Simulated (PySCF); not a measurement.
# CH₉AsGeSi: a tour of settings

Aim: see how CH₉AsGeSi (`[SiH3][CH2][GeH2][AsH2]`) answers to the choice of functional, basis, grid and SCF options, and what happens with inputs that are wrong on purpose.

The runs use PySCF 2.14.0, with density-fitted response routines of our own; the level of theory stands in each step. All values are computed, except where a source is named. Atoms count from 0, in the outputs and in this text.

### Step 1. The starting structure

13 atoms, charge 0, multiplicity 1; geometry from: GFN2-xTB.

Bonds of the start (Å): Si0–C1 1.89, C1–Ge2 1.98, Ge2–As3 2.39, Si0–H4 1.47, Si0–H5 1.47, Si0–H6 1.47, C1–H7 1.09, C1–H8 1.09, Ge2–H9 1.52, Ge2–H10 1.53, As3–H11 1.50, As3–H12 1.50.

### Step 2. TDDFT and polarisability: SCAN/LANL2DZ

Job settings and geometry (Å):

```
{"job": {"kind": "uv", "xc": "SCAN", "basis": "LANL2DZ", "nstates": 12, "ntriplets": 0, "tda": false, "scf": {"diis": false, "max_cycle": 60}}, "charge": 0, "multiplicity": 1}
Si    -1.696588     0.134434    -0.947474
C     -0.974774     0.393830     0.784287
Ge     0.872147    -0.309078     0.950201
As     2.375817     0.663672    -0.628974
H     -3.051478     0.690832    -1.003425
H     -1.736633    -1.298207    -1.258262
H     -0.837710     0.822985    -1.924912
H     -0.959551     1.460023     1.013973
H     -1.608887    -0.081322     1.530814
H      0.787269    -1.828325     0.904306
H      1.323379    -0.058022     2.389150
H      3.491909    -0.228504    -0.165406
H      2.010711    -0.361833    -1.662006
```

Level: TDDFT SCAN/LANL2DZ, vertical, gas phase, core orbitals frozen in the response.

Launch:

```console
$ OMP_NUM_THREADS=1 python probes_run.py task.json out
```

This one command runs all jobs of the session in turn.

The log of the run:

```text
final grid: 97600 points
cycle   1  E = -56.8454003241  dE = -2.487e+01  |g| = 9.039e-01  |ddm| = 4.776e+00
cycle   2  E = -56.7727679672  dE =  7.263e-02  |g| = 1.047e+00  |ddm| = 3.013e+00
cycle   3  E = -56.5611714677  dE =  2.116e-01  |g| = 1.348e+00  |ddm| = 3.229e+00
cycle   4  E = -55.6395678512  dE =  9.216e-01  |g| = 1.916e+00  |ddm| = 4.570e+00
cycle   5  E = -50.4051178337  dE =  5.234e+00  |g| = 3.539e+00  |ddm| = 9.025e+00
cycle   6  E = -35.4858953595  dE =  1.492e+01  |g| = 3.475e+00  |ddm| = 1.986e+01
cycle   7  E = -22.5912780727  dE =  1.289e+01  |g| = 5.207e+00  |ddm| = 3.998e+01
cycle   8  E = -16.8164101935  dE =  5.775e+00  |g| = 3.475e+00  |ddm| = 4.317e+01
cycle   9  E = -19.6787237541  dE = -2.862e+00  |g| = 4.675e+00  |ddm| = 3.678e+01
cycle  10  E = -18.8142830941  dE =  8.644e-01  |g| = 3.618e+00  |ddm| = 3.343e+01
[... 40 cycles left out ...]
cycle  51  E = -19.7374329575  dE = -8.540e-01  |g| = 4.664e+00  |ddm| = 3.307e+01
cycle  52  E = -18.8834747812  dE =  8.540e-01  |g| = 3.621e+00  |ddm| = 3.307e+01
cycle  53  E = -19.7374329575  dE = -8.540e-01  |g| = 4.664e+00  |ddm| = 3.307e+01
cycle  54  E = -18.8834747812  dE =  8.540e-01  |g| = 3.621e+00  |ddm| = 3.307e+01
cycle  55  E = -19.7374329575  dE = -8.540e-01  |g| = 4.664e+00  |ddm| = 3.307e+01
cycle  56  E = -18.8834747812  dE =  8.540e-01  |g| = 3.621e+00  |ddm| = 3.307e+01
cycle  57  E = -19.7374329575  dE = -8.540e-01  |g| = 4.664e+00  |ddm| = 3.307e+01
cycle  58  E = -18.8834747812  dE =  8.540e-01  |g| = 3.621e+00  |ddm| = 3.307e+01
cycle  59  E = -19.7374329575  dE = -8.540e-01  |g| = 4.664e+00  |ddm| = 3.307e+01
cycle  60  E = -18.8834747812  dE =  8.540e-01  |g| = 3.621e+00  |ddm| = 3.307e+01
SCF not converged, last energy = -18.8834747812
```

It took 62 s on 1 thread, shared host.

Why it failed: The SCF swings between two densities 0.85 Eh apart: plain iteration without DIIS overshoots. The remedy is to turn DIIS on. Numbers printed on the way are no properties of the molecule.

### Step 3. TDDFT and polarisability: PBE0/def2-SVPD

Same as in step 2 but for these lines:

```diff
@@ -1,2 +1,2 @@
-{"job": {"kind": "uv", "xc": "SCAN", "basis": "LANL2DZ", "nstates": 12, "ntriplets": 0, "tda": false, "scf": {"diis": false, "max_cycle": 60}}, "charge": 0, "multiplicity": 1}
+{"job": {"kind": "uv", "xc": "PBE0", "basis": "def2-SVPD", "nstates": 25, "ntriplets": 0, "tda": true}, "charge": 0, "multiplicity": 1}
 Si    -1.696588     0.134434    -0.947474
```

Method: TDA PBE0/def2-SVPD, vertical, gas phase, core orbitals frozen in the response.

The log of the run:

```text
coarse grid: 48592 points
cycle   1  E = -4644.4910979919  dE = -1.376e+00  |g| = 4.791e-01  |ddm| = 4.047e+00
cycle   2  E = -4644.4732618932  dE =  1.784e-02  |g| = 5.473e-01  |ddm| = 9.554e-01
cycle   3  E = -4644.5262631492  dE = -5.300e-02  |g| = 5.457e-02  |ddm| = 5.865e-01
cycle   4  E = -4644.5270384525  dE = -7.753e-04  |g| = 1.684e-02  |ddm| = 9.788e-02
cycle   5  E = -4644.5270947332  dE = -5.628e-05  |g| = 5.184e-03  |ddm| = 2.253e-02
cycle   6  E = -4644.5270997738  dE = -5.041e-06  |g| = 8.341e-04  |ddm| = 7.881e-03
final grid: 97600 points
cycle   7  E = -4644.5271122485  dE = -2.582e-08  |g| = 9.850e-04  |ddm| = 5.089e-03
cycle   8  E = -4644.5271121350  dE =  1.135e-07  |g| = 1.249e-03  |ddm| = 3.224e-03
cycle   9  E = -4644.5271124637  dE = -3.287e-07  |g| = 9.083e-05  |ddm| = 1.692e-03
cycle  10  E = -4644.5271124651  dE = -1.444e-09  |g| = 1.185e-05  |ddm| = 1.067e-04
cycle  11  E = -4644.5271124652  dE = -4.093e-11  |g| = 5.034e-06  |ddm| = 2.167e-05
converged SCF energy = -4644.5271124652

Static polarisability (au): isotropic 104.864, principal 88.267 105.144 121.181

Singlet excitations
state   eV       nm        f      main configurations
  1   6.4079    193.5   0.01452   H->L+1 0.40, H->L 0.39, H->L+2 0.14
  2   6.5260    190.0   0.02328   H->L+2 0.80, H->L 0.15
  3   6.7301    184.2   0.29460   H->L+1 0.48, H->L 0.34
  4   7.0994    174.6   0.00536   H->L+3 0.82, H-1->L 0.08
  5   7.2042    172.1   0.00329   H-1->L 0.84
  6   7.2835    170.2   0.00907   H->L+4 0.80
  7   7.4291    166.9   0.02917   H-2->L 0.55, H-1->L+1 0.32
  8   7.5163    165.0   0.07915   H-1->L+1 0.59, H-2->L 0.23
  9   7.5926    163.3   0.01350   H-1->L+2 0.88
 10   7.7350    160.3   0.13102   H-2->L+2 0.57, H-2->L+1 0.22
 11   7.8059    158.8   0.01546   H-2->L+1 0.47, H-2->L+2 0.28
 12   7.8430    158.1   0.01220   H->L+5 0.82
 13   7.9640    155.7   0.13495   H-1->L+3 0.79
 14   8.0136    154.7   0.02925   H-1->L+4 0.80, H-2->L+3 0.08
 15   8.0894    153.3   0.01365   H-2->L+3 0.66, H-3->L 0.10
 16   8.1724    151.7   0.02357   H->L+7 0.31, H->L+6 0.30
 17   8.2432    150.4   0.00458   H->L+8 0.44, H-3->L 0.24, H->L+7 0.10
 18   8.2960    149.5   0.01545   H-2->L+4 0.36, H-3->L 0.22, H->L+6 0.16
 19   8.3237    149.0   0.03696   H->L+6 0.41, H->L+7 0.32, H-2->L+4 0.09
 20   8.3602    148.3   0.00566   H-4->L 0.66, H-4->L+1 0.15
 21   8.4285    147.1   0.01394   H-1->L+5 0.63, H-5->L 0.16
 22   8.4477    146.8   0.11646   H-2->L+4 0.31, H-3->L 0.14, H->L+8 0.10
 23   8.5132    145.6   0.22511   H-5->L 0.41, H-1->L+5 0.11
 24   8.5933    144.3   0.01898   H-3->L+2 0.51, H-4->L+1 0.09, H-6->L 0.09
 25   8.6278    143.7   0.11659   H-3->L+1 0.39, H-5->L 0.15, H-1->L+6 0.12
```

Wall time 83 s (1 thread, shared host).

Frontier orbitals and where they lie:

```
orbital     eV                         atoms
 HOMO−3  -9.49  As3 21 %, Si0 16 %, Ge2 13 %
 HOMO−2  -8.65  Ge2 25 %, As3 20 %, H10 14 %
 HOMO−1  -8.42   C1 35 %, Ge2 20 %, Si0 14 %
   HOMO  -7.57    As3 61 %, Ge2 17 %, H9 6 %
   LUMO  -0.15    As3 28 %, Ge2 26 %, H9 8 %
 LUMO+1   0.15  As3 34 %, Si0 12 %, H11 12 %
 LUMO+2   0.20  As3 44 %, H12 21 %, Ge2 17 %
```

With each of the 25 states as a Gaussian band of 0.4 eV half-width at 1/e, the curve within the window shown has maxima at 184 nm (ε 13,000), 147 nm (ε 24,000) L/(mol cm). Beyond the last state computed it falls off for lack of states. The curve at chosen wavelengths:

```json
{"nm": "139", "ε (L/mol/cm)": "7723"}
{"nm": "142", "ε (L/mol/cm)": "15935"}
{"nm": "145", "ε (L/mol/cm)": "22395"}
{"nm": "148", "ε (L/mol/cm)": "23603"}
{"nm": "151", "ε (L/mol/cm)": "21338"}
{"nm": "154", "ε (L/mol/cm)": "19072"}
{"nm": "157", "ε (L/mol/cm)": "17734"}
{"nm": "160", "ε (L/mol/cm)": "16306"}
{"nm": "163", "ε (L/mol/cm)": "14052"}
{"nm": "166", "ε (L/mol/cm)": "11252"}
{"nm": "169", "ε (L/mol/cm)": "8823"}
{"nm": "172", "ε (L/mol/cm)": "7704"}
{"nm": "175", "ε (L/mol/cm)": "8307"}
{"nm": "177", "ε (L/mol/cm)": "9479"}
{"nm": "180", "ε (L/mol/cm)": "11608"}
{"nm": "183", "ε (L/mol/cm)": "13078"}
{"nm": "186", "ε (L/mol/cm)": "13077"}
{"nm": "189", "ε (L/mol/cm)": "11570"}
{"nm": "192", "ε (L/mol/cm)": "9135"}
{"nm": "195", "ε (L/mol/cm)": "6511"}
{"nm": "198", "ε (L/mol/cm)": "4241"}
{"nm": "201", "ε (L/mol/cm)": "2553"}
{"nm": "204", "ε (L/mol/cm)": "1436"}
{"nm": "207", "ε (L/mol/cm)": "761"}
{"nm": "210", "ε (L/mol/cm)": "383"}
{"nm": "213", "ε (L/mol/cm)": "184"}
```

Further results of this job:

| property | computed |
| --- | --- |
| dipole moment (D) | 0.41 |
| polarisability (Å³) | 15.54 |
| HOMO–LUMO gap (eV) | 7.41 |
| −ε(HOMO) (eV) | 7.57 |

### Step 4. TDDFT and polarisability: B97-D/pcSseg-1

Same as in step 3 but for these lines:

```diff
@@ -1,2 +1,2 @@
-{"job": {"kind": "uv", "xc": "PBE0", "basis": "def2-SVPD", "nstates": 25, "ntriplets": 0, "tda": true}, "charge": 0, "multiplicity": 1}
+{"job": {"kind": "uv", "xc": "B97-D", "basis": "pcSseg-1", "nstates": 3, "ntriplets": 5, "tda": true}, "charge": 0, "multiplicity": 1}
 Si    -1.696588     0.134434    -0.947474
```

Method: TDA B97-D/pcSseg-1, vertical, gas phase, core orbitals frozen in the response.

The log of the run:

```text
coarse grid: 48592 points
cycle   1  E = -4647.4937338732  dE = -1.478e+00  |g| = 1.022e+00  |ddm| = 3.321e+00
cycle   2  E = -4647.3627939931  dE =  1.309e-01  |g| = 1.149e+00  |ddm| = 1.341e+00
cycle   3  E = -4647.5565244419  dE = -1.937e-01  |g| = 3.025e-01  |ddm| = 1.152e+00
cycle   4  E = -4647.5787021754  dE = -2.218e-02  |g| = 8.522e-02  |ddm| = 3.592e-01
cycle   5  E = -4647.5800446286  dE = -1.342e-03  |g| = 2.362e-02  |ddm| = 9.156e-02
cycle   6  E = -4647.5801586892  dE = -1.141e-04  |g| = 5.001e-03  |ddm| = 2.699e-02
cycle   7  E = -4647.5801637988  dE = -5.110e-06  |g| = 1.524e-03  |ddm| = 8.650e-03
final grid: 97600 points
cycle   8  E = -4647.5801952767  dE =  1.078e-06  |g| = 2.787e-03  |ddm| = 7.158e-03
cycle   9  E = -4647.5801913518  dE =  3.925e-06  |g| = 5.074e-03  |ddm| = 1.085e-02
cycle  10  E = -4647.5801972994  dE = -5.948e-06  |g| = 3.399e-04  |ddm| = 6.410e-03
cycle  11  E = -4647.5801973250  dE = -2.561e-08  |g| = 7.568e-05  |ddm| = 4.435e-04
cycle  12  E = -4647.5801973267  dE = -1.688e-09  |g| = 1.998e-05  |ddm| = 1.025e-04
cycle  13  E = -4647.5801973267  dE = -7.276e-11  |g| = 2.105e-06  |ddm| = 1.753e-05
converged SCF energy = -4647.5801973267

Static polarisability (au): isotropic 96.839, principal 80.949 96.306 113.262

Singlet excitations
state   eV       nm        f      main configurations
  1   6.1706    200.9   0.00614   H->L+1 0.46, H->L 0.43
  2   6.6226    187.2   0.00743   H->L+2 0.79, H->L+1 0.13
  3   6.6932    185.2   0.03914   H-1->L 0.73

Triplet excitations (Tamm-Dancoff, eV): 5.4372 5.7140 6.2524 6.4549 6.5911
```

Run time: 82 s. Hardware: 1 thread, shared host.

In short: HOMO -6.54 eV, LUMO -0.63 eV; lowest singlet 6.17 eV.

### Step 5. Nuclear shieldings: wB97X/aug-cc-pVDZ

Same as in step 4 but for these lines:

```diff
@@ -1,2 +1,2 @@
-{"job": {"kind": "uv", "xc": "B97-D", "basis": "pcSseg-1", "nstates": 3, "ntriplets": 5, "tda": true}, "charge": 0, "multiplicity": 1}
+{"job": {"kind": "nmr", "xc": "wB97X", "basis": "aug-cc-pVDZ", "pop": false, "scf": {"aux": "def2-qzvpp-jkfit", "conv": 1e-07}}, "charge": 0, "multiplicity": 1}
 Si    -1.696588     0.134434    -0.947474
```

With the program's defaults for keys left out, this is: GIAO wB97X/aug-cc-pVDZ NMR shielding, non-relativistic, gas phase.

The log of the run:

```text
final grid: 97600 points
cycle   1  E = -4645.8699623934  dE = -1.308e+00  |g| = 2.824e-01  |ddm| = 7.357e+00
cycle   2  E = -4645.8899733979  dE = -2.001e-02  |g| = 1.616e-01  |ddm| = 1.276e+00
cycle   3  E = -4645.8966584017  dE = -6.685e-03  |g| = 3.448e-02  |ddm| = 4.886e-01
cycle   4  E = -4645.8970829055  dE = -4.245e-04  |g| = 1.174e-02  |ddm| = 1.600e-01
cycle   5  E = -4645.8971311145  dE = -4.821e-05  |g| = 2.487e-03  |ddm| = 4.216e-02
cycle   6  E = -4645.8971342249  dE = -3.110e-06  |g| = 6.199e-04  |ddm| = 1.275e-02
cycle   7  E = -4645.8971345877  dE = -3.628e-07  |g| = 1.675e-04  |ddm| = 4.249e-03
cycle   8  E = -4645.8971346125  dE = -2.481e-08  |g| = 3.658e-05  |ddm| = 1.213e-03
converged SCF energy = -4645.8971346125

GIAO shielding tensors (ppm)
atom      isotropic    diamagn.    paramagn.     s11        s22        s33       span
  0 Si     490.926     896.408    -405.482    465.882    476.052    530.842     64.960
  1 C      208.306     191.268      17.038    195.899    210.745    218.273     22.374
  2 Ge    1688.166    2761.012   -1072.846   1601.059   1671.740   1791.698    190.639
  3 As    2098.397    2879.327    -780.930   1994.922   2067.189   2233.080    238.158
  4 H       27.701      28.800      -1.099     23.827     24.888     34.389     10.562
  5 H       27.970      30.285      -2.316     24.276     26.271     33.362      9.085
  6 H       27.999      30.893      -2.894     23.211     28.905     31.882      8.671
  7 H       32.001      33.976      -1.974     26.677     29.455     39.872     13.195
  8 H       31.880      37.466      -5.587     25.856     28.748     41.036     15.180
  9 H       27.292      28.251      -0.959     20.515     22.311     39.050     18.535
 10 H       27.292      27.394      -0.102     20.075     22.383     39.418     19.343
 11 H       30.064      27.649       2.415     22.156     24.590     43.447     21.291
 12 H       29.953      29.387       0.566     21.832     25.909     42.118     20.286
```

Wall time 2.4 min (1 thread, shared host).

Shifts follow as δ = σ(reference) − σ, with reference shieldings (ppm) from runs at the same level and on the same kind of geometry: 1H TMS 31.98, 13C TMS 199.8, 29Si TMS 420.9. The references are single molecules in the gas phase. Atoms listed in one row are averaged.

```csv
atoms,environment,σ (ppm),δ (ppm)
C1,sp3 CH2 bonded to Ge and Si,208.3,-8.5
"H9, H10","hydrogen on a germanium bonded to C, As",27.29,4.69
"H4, H5, H6",hydrogen on a silicon bonded to C,27.89,4.09
"H11, H12",hydrogen on an arsenic bonded to Ge,30.01,1.97
"H7, H8",hydrogen on an sp3 CH2 bonded to Ge and Si,31.94,0.04
Si0,"silicon bonded to C, 3 H",490.9,-70.0
Ge2,"germanium bonded to C, As, 2 H",1688,–
As3,"arsenic bonded to Ge, 2 H",2098,–
```

Orbitals, density, ELF and potential are computed afterwards from the orbital file.

Frontier orbitals at wB97X/aug-cc-pVDZ, with the share of their density that lies nearest to each atom:

```
orbital  energy (eV)                                                       lies on
   HOMO        -9.74               As3 58 %; Ge2 14 %; H9, H11, H12 about 8 % each
   LUMO         1.00  4 H atoms about 12 % each; 4 H atoms about 9 % each; As3 7 %
```

ELF in a plane through or near 6 of the atoms.

Ten even steps from '0' (0.00) to '9' (1.00):
```
0000000000000000000000000000
0000000000000000000000000000
0000000002310000000000000000
0000000279971000000000000000
0000000899994002887100000000
0000000899995116999500000000
0000000389732357999400000000
0000000033153376886100000000
0000000022436284474101200000
0001787245231377984379970000
0005999747643236513299993000
0007999833541002178099993000
0004999546751015510189981000
0000465389992028985236620000
0000000399992018995100000000
0000000289981006873000000000
0000000024410000110000000000
0000000000000000000000000000
0000000000000000000000000000
0000000000000000000000000000
```
The map spans 12.1 Å across and 9.5 Å up, centred on the molecule. Atoms in the plane (x, y in Å): Si0 (1.8, -0.7), Ge2 (-1.0, 0.8), H8 (1.3, 1.8), H10 (-1.7, 2.2), H11 (-3.4, -0.7), H12 (-1.8, -1.9).

log10 of the density (e/Å³) in the same plane.

Ten even steps from '0' (-4.0) to '9' (2.3):
```
0000000000000000000000000000
0000000001110000000000000000
0000000122222111110000000000
0000001233333222222100000000
0000012345544333443210000000
0000012345654444554321000000
0000012355665556665431100000
0000122345687666665432210000
0001223445798666665443221000
0012344455676556665554432100
0013455555555555567555432100
0123456555554445589665432100
0013455556554345566555432100
0012344556654345555544321000
0001223456543334444332210000
0000122344443233333322100000
0000011223322122222210000000
0000000112211011111100000000
0000000000000000000000000000
0000000000000000000000000000
```
The map spans 12.1 Å across and 9.5 Å up, centred on the molecule. Atoms in the plane (x, y in Å): Si0 (1.8, -0.7), Ge2 (-1.0, 0.8), H8 (1.3, 1.8), H10 (-1.7, 2.2), H11 (-3.4, -0.7), H12 (-1.8, -1.9).

On the surface of density 0.002 e/bohr³ the electrostatic potential runs, from the 1st to the 99th percentile, from -0.43 V near As3 to 1.00 V near H5.

### Step 6. Shielding tensors: wB97X-D/6-31G in benzene

Same as in step 5 but for these lines:

```diff
@@ -1,2 +1,2 @@
-{"job": {"kind": "nmr", "xc": "wB97X", "basis": "aug-cc-pVDZ", "pop": false, "scf": {"aux": "def2-qzvpp-jkfit", "conv": 1e-07}}, "charge": 0, "multiplicity": 1}
+{"job": {"kind": "nmr", "xc": "wB97X-D", "basis": "6-31G", "solvent": "benzene", "pop": true, "grid": 3}, "charge": 0, "multiplicity": 1}
 Si    -1.696588     0.134434    -0.947474
```

With the program's defaults for keys left out, this is: GIAO wB97X-D/6-31G NMR shielding, non-relativistic, IEF-PCM benzene.

The log of the run:

```text
coarse grid: 48592 points
cycle   1  E = -4645.1826184755  dE = -1.348e+00  |g| = 2.907e-01  |ddm| = 3.123e+00
cycle   2  E = -4645.1987737266  dE = -1.616e-02  |g| = 2.160e-01  |ddm| = 6.320e-01
cycle   3  E = -4645.2088938122  dE = -1.012e-02  |g| = 3.147e-02  |ddm| = 2.123e-01
cycle   4  E = -4645.2091876789  dE = -2.939e-04  |g| = 9.155e-03  |ddm| = 5.977e-02
cycle   5  E = -4645.2092145359  dE = -2.686e-05  |g| = 3.588e-03  |ddm| = 2.139e-02
cycle   6  E = -4645.2092170071  dE = -2.471e-06  |g| = 5.536e-04  |ddm| = 5.755e-03
final grid: 162640 points
cycle   7  E = -4645.2090525465  dE = -4.709e-07  |g| = 8.289e-04  |ddm| = 3.023e-03
cycle   8  E = -4645.2090526003  dE = -5.376e-08  |g| = 6.363e-04  |ddm| = 1.137e-03
cycle   9  E = -4645.2090526620  dE = -6.173e-08  |g| = 5.611e-05  |ddm| = 4.363e-04
cycle  10  E = -4645.2090526638  dE = -1.724e-09  |g| = 2.258e-05  |ddm| = 1.802e-04
cycle  11  E = -4645.2090526641  dE = -3.574e-10  |g| = 6.918e-06  |ddm| = 1.067e-04
converged SCF energy = -4645.2090526641

GIAO shielding tensors (ppm)
atom      isotropic    diamagn.    paramagn.     s11        s22        s33       span
  0 Si     499.765     881.563    -381.799    476.952    486.301    536.042     59.091
  1 C      213.122     251.581     -38.459    201.791    214.621    222.954     21.163
  2 Ge    1819.751    2748.416    -928.664   1745.422   1800.381   1913.451    168.029
  3 As    2176.872    2874.966    -698.095   2087.192   2116.860   2326.563    239.371
  4 H       29.501      29.966      -0.465     25.261     26.665     36.577     11.316
  5 H       29.660      30.351      -0.691     25.677     28.043     35.261      9.584
  6 H       29.718      30.470      -0.752     24.497     30.713     33.944      9.447
  7 H       33.323      30.786       2.537     26.910     30.533     42.526     15.615
  8 H       33.131      30.690       2.442     25.546     29.740     44.108     18.563
  9 H       28.578      30.653      -2.076     21.844     23.663     40.226     18.382
 10 H       28.630      29.941      -1.310     21.296     23.645     40.949     19.653
 11 H       31.256      29.882       1.374     23.508     25.503     44.757     21.250
 12 H       31.158      31.088       0.070     23.152     27.195     43.127     19.975
```

Run time: 62 s. Hardware: 1 thread, shared host.

This run: σ C1 213.1, Si0 499.8, Ge2 1820, As3 2177, H9 28.60, H4 29.63 ppm (means over like atoms).

### Step 7. Run by run: electronic excitations

Excitations and ground-state properties, with basis size and wall time:

```
           run  lowest singlet (eV)  brightest (eV)      f  gap (eV)  α (Å³)  μ (D)  functions  time
PBE0/def2-SVPD                 6.41            6.73  0.295      7.41   15.54   0.41        192  83 s
B97-D/pcSseg-1                 6.17            6.69  0.039      5.91   14.35   0.38        168  82 s
```

### Step 8. Run by run: NMR shifts

Isotropic shieldings (ppm) of some atoms, chosen among heavy atoms and hydrogens apart, means over like atoms, with basis size and wall time:

```
                     run     C1     H9     H4     H7    Si0   Ge2   As3  functions     time
       wB97X/aug-cc-pVDZ  208.3  27.29  27.89  31.94  490.9  1688  2098        203  2.4 min
wB97X-D/6-31G in benzene  213.1  28.60  29.63  33.23  499.8  1820  2177         94     62 s
```

### Step 9. Summary of results

| quantity | value |
| --- | --- |
| lowest singlet (PBE0/def2-SVPD) | 6.41 eV (193 nm), f = 0.015 |
| brightest single state of those computed | state 3, 6.73 eV, f = 0.295 |
| 13C shifts against TMS (wB97X/aug-cc-pVDZ) | -8.5 ppm |
| 1H shifts against TMS (wB97X/aug-cc-pVDZ, means over atoms taken as alike) | 4.69, 4.09, 1.97, 0.04 ppm |
| 29Si shifts against TMS (wB97X/aug-cc-pVDZ) | -70.0 ppm |
| shieldings of Ge, As (wB97X/aug-cc-pVDZ) | Ge2 1688.2, As3 2098.4 ppm |
| surface potential, 1st and 99th percentile | -0.43 V and 1.00 V |
| range of the lowest singlet | 6.17 to 6.41 eV |
| range of the shielding of Ge2 | 1688 to 1820 ppm |
| property runs in this session | 5, of which 1 failed and 0 gave unsound results |

**Reading.** Single values in the summary come from the first run of each kind that ended normally (PBE0/def2-SVPD; wB97X/aug-cc-pVDZ), which need not be the best level. The lowest singlet, at 6.41 eV, is HOMO→LUMO+1 0.40, HOMO→LUMO 0.39 and is weak; of the 25 states computed, the strongest absorption comes from state 3 at 6.73 eV. At wB97X/aug-cc-pVDZ: Shielding is most anisotropic at As3 (span 238 ppm, paramagnetic term -781 ppm). The lowest singlet runs from 6.17 eV (B97-D/pcSseg-1) to 6.41 eV (PBE0/def2-SVPD), while the orbital gap spans 5.91 to 7.41 eV. The lowest state need not be the same one in every run. The runs solved for a few states only, so the brightest column depends on that window. Across the 2 runs the shielding of Ge2 moves most, between 1688 (wB97X/aug-cc-pVDZ) and 1820 ppm (wB97X-D/6-31G in benzene). Spin-orbit coupling is left out, which matters for shieldings and couplings at and beside the heavy atoms.
